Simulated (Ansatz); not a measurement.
# Zn3Se2S: the cost of one run

Method: DFT PBE, scalar-relativistic, plane waves, PAW, unless a step names another level, in Ansatz 0.2.0.

## (1) The starting structure

It takes space group Cmc2_1 (No. 36, orthorhombic). Conventional cell: a = 11.943 Å, b = 6.890 Å, c = 6.527 Å, α = 90.00°, β = 90.00°, γ = 90.00°. Zn (site symmetry 1) has 1 S at 2.36 Å and 3 Se at 2.48 Å in its first shell of neighbours. Zn (site symmetry m) is surrounded by 2 S at 2.37 Å and 2 Se at 2.48 Å. Around Se (site symmetry 1) lie 4 Zn at 2.48 Å. S (site symmetry m) is surrounded by 4 Zn at 2.36 to 2.37 Å.

Coordinates:

```xyz
12
Lattice="5.9713 -3.4450 0.0000 5.9713 3.4450 0.0000 0.0000 0.0000 6.5275" Properties=species:S:1:pos:R:3 pbc="T T T"
Zn    4.0513    1.1915    3.2614
Zn    5.9713   -2.3736    3.3718
Zn    7.8913    1.1915    3.2614
Zn    4.0513   -1.1915    6.5251
Zn    5.9713    2.3736    0.1081
Zn    7.8913   -1.1915    6.5251
Se    4.0021    1.1597    5.7409
Se    7.9404    1.1597    5.7409
Se    4.0021   -1.1597    2.4772
Se    7.9404   -1.1597    2.4772
S     5.9713   -2.3251    5.7451
S     5.9713    2.3251    2.4813
```

The cell was relaxed beforehand at this level, from a generated guess; it is a trial structure. At a tolerance of 0.02 Å it has space group Cmc2_1 (No. 36); it has 22.38 Å³/atom, an uncorrected energy of -0.74 eV/atom over the elements and, on its mesh, gap 1.47 eV.

## (2) Band edges anywhere in the zone

input.yaml reads:

```yaml
crystal:
  lattice:
    - [5.9712693, -3.4450322, 0.0]
    - [5.9712693, 3.4450322, 0.0]
    - [0.0, 0.0, 6.5274593]
  atoms:
    - { symbol: Zn, position: [0.166306, 0.512154, 0.499646] }
    - { symbol: Zn, position: [0.844501, 0.155499, 0.516559] }
    - { symbol: Zn, position: [0.487846, 0.833694, 0.499646] }
    - { symbol: Zn, position: [0.512154, 0.166306, 0.999646] }
    - { symbol: Zn, position: [0.155499, 0.844501, 0.016559] }
    - { symbol: Zn, position: [0.833694, 0.487846, 0.999646] }
    - { symbol: Se, position: [0.166794, 0.503436, 0.879505] }
    - { symbol: Se, position: [0.496564, 0.833206, 0.879505] }
    - { symbol: Se, position: [0.503436, 0.166794, 0.379505] }
    - { symbol: Se, position: [0.833206, 0.496564, 0.379505] }
    - { symbol: S, position: [0.837461, 0.162539, 0.880139] }
    - { symbol: S, position: [0.162539, 0.837461, 0.380139] }
basis:
  ecutwfc: 420
kpoints:
  mp_grid: { grid: [6, 6, 4] }
  band_path: { path: [VBM, CBM], npoints: 2 }
hamiltonian:
  xc: pbe
scf:
  occupations: { method: gaussian, width: 0.02 }
output:
  forces: false
  stress: false
  eigenvalues: true
checkpoint:
  read: start.run
  write: ck
  compress: false
  write_wavefunctions: false
  write_every: 100000
```

Started as:

```bash
ansatz run input.yaml --threads 4 --pin off --max-ram 8192MiB --backend cpu --events-out ev --progress --plain --runs-dir out
```

What time and memory should one allow on 4 threads of Arm Neoverse V2, shared host?

About 64 s, with a peak of 1.2 GiB.
